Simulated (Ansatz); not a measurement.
# Hf: the cost of one run

Program: Ansatz 0.2.0. Level of theory: DFT PBEsol, scalar-relativistic, plane waves, PAW. These are calculated values, not measurements.

## Step 1: Starting point

It takes space group Im-3m (No. 229, cubic). Conventional cell: a = 3.315 Å, b = 3.315 Å, c = 3.315 Å, α = 90.00°, β = 90.00°, γ = 90.00°. Around Au (site symmetry m-3m) lie 8 Au at 2.87 Å.

Coordinates:

```cif
data_structure
_symmetry_space_group_name_H-M 'Im-3m'
_symmetry_Int_Tables_number 229
_cell_length_a 3.3145
_cell_length_b 3.3145
_cell_length_c 3.3145
_cell_angle_alpha 90.000
_cell_angle_beta 90.000
_cell_angle_gamma 90.000
_cell_volume 36.41
loop_
_atom_site_label
_atom_site_type_symbol
_atom_site_symmetry_multiplicity
_atom_site_Wyckoff_symbol
_atom_site_fract_x
_atom_site_fract_y
_atom_site_fract_z
_atom_site_occupancy
Au1 Au 2 a 0.00000 0.00000 0.00000 1
```

The structure comes from the Materials Project (structure only).

## Step 2: Substitution of an element, cell strained: Au → Hf, first probe

Against the listed cell: Hf takes all sites of Au, and lengths are scaled by 1.172 as a first guess of the size; strain xx, yy, zz, yz, xz, xy = -2.1, -2.1, -2.1, +0.0, +0.0, +0.0 %.

Input file input.yaml:

```yaml
crystal:
  lattice:
    - [-1.9023252726, 1.9023252726, 1.9023252726]
    - [1.9023252726, -1.9023252726, 1.9023252726]
    - [1.9023252726, 1.9023252726, -1.9023252726]
  atoms:
    - { symbol: Hf, position: [0.0, 0.0, 0.0] }
basis:
  ecutwfc: 420
kpoints:
  mp_grid: { grid: [6, 6, 6] }
hamiltonian:
  xc: pbesol
scf:
  occupations: { method: gaussian, width: 0.1 }
output:
  forces: true
  stress: true
  eigenvalues: true
```

Command:

```bash
$ ansatz run input.yaml --threads 1 --pin off --max-ram 1331MiB --backend cpu --events-out ev --progress --plain --runs-dir out
```

Q: Estimate wall time and peak memory on 1 thread of an x86-64 CPU, shared host.

About 1.7 s, with a peak of 0.3 GiB.
